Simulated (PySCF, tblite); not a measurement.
# C3H10O2SSi2: geometry, infrared bands and NMR shifts

What infrared bands and NMR shifts should C3H10O2SSi2 (`CC(=O)[C@H]([SiH3])O[SiH2]S`) show?

Computed with tblite 0.8.0 and PySCF 2.14.0, with density-fitted response routines of our own, on a single molecule in the gas phase. Atoms are numbered from 0 throughout.

**1. The starting structure**

18 atoms, charge 0, multiplicity 1; geometry from: force field or distance geometry start.

Bonds of the start (Å): C0–C1 1.48, C1–O2 1.22, C1–C3 1.49, C3–Si4 1.88, C3–O5 1.38, O5–Si6 1.70, Si6–S7 2.16, C0–H8 1.09, C0–H9 1.10, C0–H10 1.10, C3–H11 1.09, Si4–H12 1.48, Si4–H13 1.44, Si4–H14 1.47, Si6–H15 1.46, Si6–H16 1.47, S7–H17 1.43.

**2. Relaxing the molecule with GFN2-xTB**

What the job is given:

```
{"job": {"kind": "relax", "xc": "GFN2-xTB", "basis": "xTB"}, "charge": 0, "multiplicity": 1}
C      2.369900    -0.741200    -0.847800
C      0.994100    -0.893600    -0.318400
O      0.608200    -2.007200    -0.022900
C      0.071500     0.256500    -0.098500
Si     0.949300     1.372900     1.134400
O     -1.100600    -0.273600     0.414200
Si    -2.505400     0.087100    -0.465300
S     -4.165000    -0.663900     0.688300
H      2.396400    -1.195600    -1.843700
H      2.555800     0.335600    -0.942300
H      3.055200    -1.242000    -0.146700
H     -0.065800     0.835700    -1.011400
H      1.655300     2.445600     0.407800
H      0.057600     1.919900     2.123700
H      1.996400     0.623600     1.839800
H     -2.529800    -0.641300    -1.731000
H     -2.685100     1.537600    -0.659400
H     -3.666800    -1.749900     1.467600
```

Started as:

```console
$ OMP_NUM_THREADS=1 python probes_run.py task.json out
```

One launch serves the whole session: the jobs run in the order shown.

**Question.** This job is followed by: GFN2-xTB harmonic vibrations, gas phase; GIAO PBE0/pcSseg-1 NMR shielding, non-relativistic, gas phase. What will the session give for the following? strongest single infrared mode (GFN2-xTB); zero-point energy (GFN2-xTB); 13C shifts against TMS (PBE0/pcSseg-1); 1H shifts against TMS (PBE0/pcSseg-1, means over atoms taken as alike); 17O shifts against H2O (PBE0/pcSseg-1); 29Si shifts against TMS (PBE0/pcSseg-1); 33S shifts against CS2 (PBE0/pcSseg-1).

As calculated:

| quantity | value |
| --- | --- |
| strongest single infrared mode (GFN2-xTB) | 773 cm⁻¹, 419 km/mol |
| zero-point energy (GFN2-xTB) | 73.9 kcal/mol |
| 13C shifts against TMS (PBE0/pcSseg-1) | 217.3, 78.5, 25.9 ppm |
| 1H shifts against TMS (PBE0/pcSseg-1, means over atoms taken as alike) | 5.90, 4.95, 4.93, 4.23, 2.10, 1.34 ppm |
| 17O shifts against H2O (PBE0/pcSseg-1) | 585.7, 52.9 ppm |
| 29Si shifts against TMS (PBE0/pcSseg-1) | -32.6, -64.1 ppm |
| 33S shifts against CS2 (PBE0/pcSseg-1) | -162 ppm |

In words: The optimisation took 185 steps and gained 0.923 eV; among the close pairs (by a distance rule), S7–H17 changed most, from 1.427 to 1.322 Å. The lowest mode is imaginary (29i cm⁻¹), so the xTB geometry is not a minimum. The strongest single mode, at 773 cm⁻¹, has its largest shares on H12, H13 and H14 (the list is cut at 3 atoms). Unscaled tight-binding wavenumbers are off by several per cent, some by more. Its intensities can rank the bands wrongly. C1 (ketone carbonyl carbon) lies farthest downfield among carbon, at 217.3 ppm; the double bond to the heteroatom, with no lone-pair donor beside it, deshields it most. At PBE0/pcSseg-1: The largest span, 1086 ppm, is at O2, where the paramagnetic term is -656 ppm.
